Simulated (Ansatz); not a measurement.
From input file to script: CaB₂, space group P6/mmm in Ansatz 0.2.0.

```yaml
crystal:
  lattice:
    - [3.22643, 0.0, 0.0]
    - [-1.613215, 2.794171, 0.0]
    - [0.0, 0.0, 4.067392]
  atoms:
    - { symbol: Ca, position: [0.0, 0.0, 0.0] }
    - { symbol: B, position: [0.3333333333333333, 0.6666666666666666, 0.5] }
    - { symbol: B, position: [0.6666666666666666, 0.3333333333333333, 0.5] }
accuracy: low
basis:
  ecutwfc: 530.0
kpoints:
  mp_grid:
    grid: [4, 4, 3]
hamiltonian:
  xc: revpbe
scf:
  self_checks: low
  convergence:
    dr2_threshold: 1.0e-06
  occupations:
    method: methfessel_paxton
  eigensolver:
    kind: auto
    mixed_precision: false
relax:
  f_tol: 0.05
  max_steps: 60
  random_displacement:
    amplitude: 0.03
    seed: 998
```

Script `relax_cab2.py`:
```python
"""Relax the ions of CaB2 at fixed cell."""

import ansatz as az
from ase.data import atomic_numbers
import numpy as np
import spglib

config = {
    "ecut": 530,
    "scf_tol": 1e-06,
    "kmesh": (4, 4, 3),
    "filling": "methfessel_paxton",
    "functional": "revpbe",
    "force_tol": 0.05,
}


def main() -> None:
    lattice = az.Lattice.of(
        (3.22643, 0.0, 0.0),
        (-1.613215, 2.794171, 0.0),
        (0.0, 0.0, 4.067392),
    )
    sites = [
        ("Ca", (0.0, 0.0, 0.0)),
        ("B", (1 / 3, 2 / 3, 0.5)),
        ("B", (2 / 3, 1 / 3, 0.5)),
    ]
    system = az.Crystal(lattice=lattice)
    for symbol, position in sites:
        system = system.atom(symbol, position)

    setup = (
        system.calculation()
        .basis(config["ecut"])
        .eigensolver("auto", mixed_precision=False)
        .scf(tolerance=config["scf_tol"], self_checks="low")
        .kpoints(*config["kmesh"])
        .accuracy("low")
        .occupations(config["filling"])
        .functional(config["functional"])
        .relax(force_tolerance=config["force_tol"], max_steps=60, random_displacement=True, displacement_amplitude=0.03, displacement_seed=998)
    )
    steps = []


    def follow(event):
        if event["event"] != "relax_step":
            return
        row = event["data"]
        steps.append(row)
        print(f"step {row['step']:3d}  E = {row['lagrangian_ev']:.5f} eV  Fmax = {row['allowed_force_max_ev_ang']:.4f} eV/A")


    done = setup.session().plan(threads=1).execute(on_event=follow)
    summary = done.report

    first, last = steps[0], steps[-1]
    symbols = [site.symbol for site in done.lattice.sites]
    print(f"energy gained {first['lagrangian_ev'] - last['lagrangian_ev']:.4f} eV in {len(steps) - 1} steps")

    print("atom   start x y z (A)              end x y z (A)")
    for symbol, a, b in zip(symbols, first["positions_ang"], last["positions_ang"]):
        print(f"{symbol:3s}", " ".join(f"{v:8.4f}" for v in a), "  ", " ".join(f"{v:8.4f}" for v in b))

    fractions = [site.position_frac for site in done.lattice.sites]
    numbers = [atomic_numbers[s] for s in symbols]
    for tolerance in (1e-3, 1e-2, 1e-1):
        print(f"space group at {tolerance} A:", spglib.get_spacegroup((done.lattice.cell_ang, fractions, numbers), symprec=tolerance))

    print("relaxed fractional positions")
    for site in done.lattice.sites:
        print(f"  {site.symbol:2s}", " ".join(f"{v % 1:8.5f}" for v in np.round(site.position_frac, 5)))

    for key in ("converged", "n_iterations", "n_electrons", "n_kpoints", "n_pw", "n_symmetry_ops", "free_energy_ev", "fermi_energy_ev"):
        print(f"{key:18s} {summary[key]}")

    terms = summary["components"]
    print({name: round(terms[name], 3) for name in ("e_kinetic", "e_hartree", "e_xc", "e_local", "e_nonlocal")})


if __name__ == "__main__":
    main()
```

```console
$ python relax_cab2.py
DeckWarning: scf.convergence.dr2_threshold = 1e-6 eV is looser than this run's default, which is 1e-7 eV or tighter. The error in the forces grows as the threshold's square root, so leave the key out unless less accurate forces are enough
step   1  E = -2133.79716 eV  Fmax = 0.1996 eV/A
step   2  E = -2133.79742 eV  Fmax = 0.2052 eV/A
step   3  E = -2133.79991 eV  Fmax = 0.0009 eV/A
energy gained 0.0027 eV in 2 steps
atom   start x y z (A)              end x y z (A)
Ca   -0.0218  -0.0180  -0.0101     -0.0151  -0.0230  -0.0019
B    -0.0164   1.8387   2.0265     -0.0152   1.8398   2.0317
B     1.6059   0.9046   2.0450      1.5980   0.9085   2.0317
space group at 0.001 A: P6/mmm (191)
space group at 0.01 A: P6/mmm (191)
space group at 0.1 A: P6/mmm (191)
relaxed fractional positions
  Ca  0.99120  0.99177  0.99953
  B   0.32453  0.65845  0.49950
  B   0.65785  0.32513  0.49950
converged          True
n_iterations       5
n_electrons        16.0
n_kpoints          26
n_pw               1011
n_symmetry_ops     1
free_energy_ev     -2133.7999077143822
fermi_energy_ev    9.413789075165212
{'e_kinetic': 373.958, 'e_hartree': 215.169, 'e_xc': -202.013, 'e_local': -658.198, 'e_nonlocal': 85.682}
```
(Warnings from the package without file and line.)

These settings explore the input space; cutoff and mesh may be short of convergence. The energy terms are those on the plane-wave grid, with the one-centre PAW part apart; the terms shown are only some of the summands, so they needn't add up to F. For a metal this mesh is far too coarse, so the numbers only illustrate the procedure. An absolute Fermi energy rests on an arbitrary zero of the periodic potential and has no direct meaning. Energies along a relaxation are free energies. A last row that repeats the one before re-solves the same geometry more tightly. The first row is the displaced cell, and groups found at tight tolerances show what the force threshold leaves of the kick. This cell is a computed structure, which may not be the phase found in nature. Run time: 2.4 s on 1 thread of Intel(R) Xeon(R) 6975P-C (Granite Rapids), on a shared host, peak memory 0.41 GiB.

(Lines on the test bed's own set-up are left out of the output.)
